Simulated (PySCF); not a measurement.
**Fluorine: the same states on changed settings**

Aim: see what changed settings do to total energies and their difference. The change: a valence shell is frozen, unsound on purpose. A sound run of the same states serves as the yardstick.

Method: unrestricted determinants in a Gaussian basis, no spin-orbit coupling in the energies. Code: PySCF 2.14.0.

7 further runs of the same task are left out: 2 that didn't finish, 5 set aside as unsound or not needed.

## (1) The system

```
Element                                   : fluorine (Z = 9)
Basis                                     : x2c-TZVPall
Hamiltonian                               : the spin-free X2C one-electron Hamiltonian (Gaussian nucleus)
State 1                                   : F: [He] 2s2 2p5, 2P determinant
State 2                                   : F⁺: [He] 2s2 2p4, high-spin 3P determinant
Methods                                   : MP2, CCSD(T)
Core shells frozen in the correlated runs : valence: [He] 2s2 (for F)
```

The outer shells:

F [He] 2s2 2p5
```
[He] core
2s [↑↓]
2p [↑↓][↑↓][↑ ]
```

F+ [He] 2s2 2p4
```
[He] core
2s [↑↓]
2p [↑↓][↑ ][↑ ]
```

The sound run (x2c-TZVPall, the spin-free X2C one-electron Hamiltonian (Gaussian nucleus), symmetry-adapted start, fine grid, valence correlation) gave:

```csv
species,method,energy (hartree)
F,UHF,-99.49886
F,PBE0,-99.76459
F,PBE,-99.75807
F,MP2 (valence),-99.69685
F,CCSD(T) (valence),-99.71230
F⁺,UHF,-98.92406
F⁺,PBE0,-99.12479
F⁺,PBE,-99.11116
F⁺,MP2 (valence),-99.06494
F⁺,CCSD(T) (valence),-99.08260
```

One driver process ran all states and methods and kept the integrals in memory. Each run is shown as a PySCF script that sums up its settings (the driver passes frozen orbitals as a list and adds second-order terms of double hybrids); the logs are those of the runs themselves. The driver starts from symmetry-adapted Hartree-Fock orbitals, holds the occupation by maximum overlap and uses a logarithmic radial grid for functionals, so a plain start would take other cycles.

The driver's launch:

```bash
> OMP_NUM_THREADS=1 python atomrun2.py TASK.json OUT
```

The integrals over 31 functions and the set-up took 0.02 s of CPU time.

## (2) Changed run, F

#### MP2 (valence)

The input, input.py:

```python
from pyscf import gto, scf, dft, mp, cc
import basis_set_exchange as bse
mol = gto.M(atom="F 0 0 0", charge=0, spin=1, symmetry="D2h",
            basis=gto.basis.parse(bse.get_basis("x2c-TZVPall", elements=["F"], fmt="nwchem", header=False)),
            nucmod="G")
mf = scf.UHF(mol).sfx2c1e()
mf.irrep_nelec = {'Ag': (2, 2), 'B1u': (1, 1), 'B2u': (1, 1), 'B3u': (1, 0)}
mf.kernel()
mp.UMP2(mf, frozen=2).kernel()
```

This step left no log, only its results.

Time after the integrals: 0.01 s (1 thread of Intel Xeon Platinum 8259CL at 2.50GHz, shared host).

With 5 electrons correlated, the MP2 correlation energy is -0.12197 hartree (-0.03449 same spin, -0.08749 opposite spin); the SCS form gives -0.11648. Largest pairs of shells: 2p-2p -0.1220.

#### CCSD(T) (valence)

input.py, as changed from the run before:

```diff
@@ -8,2 +8,3 @@
 mf.kernel()
-mp.UMP2(mf, frozen=2).kernel()
+mycc = cc.CCSD(mf, frozen=2).run()
+mycc.ccsd_t()
```

Log:

```text
CC2 = 0
CCSD nocc = (np.int64(3), np.int64(2)), nmo = (29, 29)
frozen orbitals [[0, 1], [0, 1]]
max_cycle = 100
direct = 0
conv_tol = 1e-08
conv_tol_normt = 1e-06
diis_space = 8
diis_start_cycle = 0
Init t2, MP2 energy = -0.121974083710144
Init E_corr(UCCSD) = -0.121974083712494
cycle = 1  E_corr(UCCSD) = -0.126490587632454  dE = -0.00451650392  norm(t1,t2) = 0.0143413
cycle = 2  E_corr(UCCSD) = -0.127130280476502  dE = -0.000639692844  norm(t1,t2) = 0.00479606
cycle = 3  E_corr(UCCSD) = -0.127403469231939  dE = -0.000273188755  norm(t1,t2) = 0.00253706
cycle = 4  E_corr(UCCSD) = -0.127395957433108  dE = 7.51179883e-06  norm(t1,t2) = 0.000605933
cycle = 5  E_corr(UCCSD) = -0.127397049422339  dE = -1.09198923e-06  norm(t1,t2) = 0.000160835
cycle = 6  E_corr(UCCSD) = -0.12739923672309  dE = -2.18730075e-06  norm(t1,t2) = 4.26799e-05
cycle = 7  E_corr(UCCSD) = -0.127398898706013  dE = 3.38017077e-07  norm(t1,t2) = 9.02857e-06
cycle = 8  E_corr(UCCSD) = -0.127398875168195  dE = 2.35378183e-08  norm(t1,t2) = 8.71684e-07
cycle = 9  E_corr(UCCSD) = -0.12739888758313  dE = -1.24149349e-08  norm(t1,t2) = 1.1009e-07
cycle = 10  E_corr(UCCSD) = -0.127398887415157  dE = 1.67972802e-10  norm(t1,t2) = 2.46562e-08
UCCSD converged
E(UCCSD) = -99.6262579543037  E_corr = -0.127398887415157
UCCSD(T) correction = -0.00194766926580453
```

It took 0.37 s on 1 thread of Intel Xeon Platinum 8259CL at 2.50GHz, shared host, the integrals not counted.

CCSD correlation -0.12740 hartree, triples -0.00195; total -99.628206. T1 = 0.004, largest double amplitude 0.036.

## (3) Changed run, F⁺: the ladder of methods

#### MP2 (valence)

The input, input.py:

```python
from pyscf import gto, scf, dft, mp, cc
import basis_set_exchange as bse
mol = gto.M(atom="F 0 0 0", charge=1, spin=2, symmetry="D2h",
            basis=gto.basis.parse(bse.get_basis("x2c-TZVPall", elements=["F"], fmt="nwchem", header=False)),
            nucmod="G")
mf = scf.UHF(mol).sfx2c1e()
mf.irrep_nelec = {'Ag': (2, 2), 'B1u': (1, 0), 'B2u': (1, 1), 'B3u': (1, 0)}
mf.kernel()
mp.UMP2(mf, frozen=2).kernel()
```

This step left no log, only its results.

Time after the integrals: 0.01 s (1 thread of Intel Xeon Platinum 8259CL at 2.50GHz, shared host).

With 4 electrons correlated, the MP2 correlation energy is -0.06648 hartree (-0.02424 same spin, -0.04225 opposite spin); the SCS form gives -0.05877. Largest pairs of shells: 2p-2p -0.0665.

#### CCSD(T) (valence)

input.py, as changed from the run before:

```diff
@@ -8,2 +8,3 @@
 mf.kernel()
-mp.UMP2(mf, frozen=2).kernel()
+mycc = cc.CCSD(mf, frozen=2).run()
+mycc.ccsd_t()
```

Log:

```text
CC2 = 0
CCSD nocc = (np.int64(3), np.int64(1)), nmo = (29, 29)
frozen orbitals [[0, 1], [0, 1]]
max_cycle = 100
direct = 0
conv_tol = 1e-08
conv_tol_normt = 1e-06
diis_space = 8
diis_start_cycle = 0
Init t2, MP2 energy = -0.0664822397752972
Init E_corr(UCCSD) = -0.0664822397778709
cycle = 1  E_corr(UCCSD) = -0.0720698278665213  dE = -0.00558758809  norm(t1,t2) = 0.0111027
cycle = 2  E_corr(UCCSD) = -0.0726870367967623  dE = -0.00061720893  norm(t1,t2) = 0.00343042
cycle = 3  E_corr(UCCSD) = -0.0728896811306362  dE = -0.000202644334  norm(t1,t2) = 0.00172033
cycle = 4  E_corr(UCCSD) = -0.0728662228482782  dE = 2.34582824e-05  norm(t1,t2) = 0.000391081
cycle = 5  E_corr(UCCSD) = -0.0728714441931596  dE = -5.22134488e-06  norm(t1,t2) = 6.80694e-05
cycle = 6  E_corr(UCCSD) = -0.0728711596957175  dE = 2.84497442e-07  norm(t1,t2) = 1.5071e-05
cycle = 7  E_corr(UCCSD) = -0.0728711430961311  dE = 1.65995864e-08  norm(t1,t2) = 1.00283e-06
cycle = 8  E_corr(UCCSD) = -0.0728711418483172  dE = 1.24781391e-09  norm(t1,t2) = 1.00583e-07
UCCSD converged
E(UCCSD) = -98.99693120763069  E_corr = -0.07287114184831719
UCCSD(T) correction = -0.000556212815864745
```

It took 0.29 s on 1 thread of Intel Xeon Platinum 8259CL at 2.50GHz, shared host, the integrals not counted.

CCSD correlation -0.07287 hartree, triples -0.00056; total -98.997487. T1 = 0.002, largest double amplitude 0.024.

## (4) Against the sound run

```csv
species,method,converged,energy less sound run (eV)
F,MP2 (valence),yes,+2.0685
F,CCSD(T) (valence),yes,+2.2884
F⁺,MP2 (valence),yes,+2.0246
F⁺,CCSD(T) (valence),yes,+2.3161
```

Ionisation energy of F:

```csv
method,sound run (eV),changed run (eV),shift (eV)
UHF,15.641,15.641,+0.000
MP2,17.195,17.151,-0.044
SCS-MP2,17.180,17.211,+0.032
CCSD,17.093,17.125,+0.032
CCSD(T),17.135,17.163,+0.028
```

## (5) What came out

```
                                 quantity                      value
                                   change  a valence shell is frozen
                           runs converged                     4 of 4
largest shift of a converged total energy                    2.32 eV
   largest shift of the ionisation energy            -0.044 eV (MP2)
```

In words: The ionisation energy moves by up to 0.04 eV, at MP2. Freezing a valence shell removes pair correlation that changes on ionisation. The setting is unsound on purpose, so these numbers are no properties of the atom.
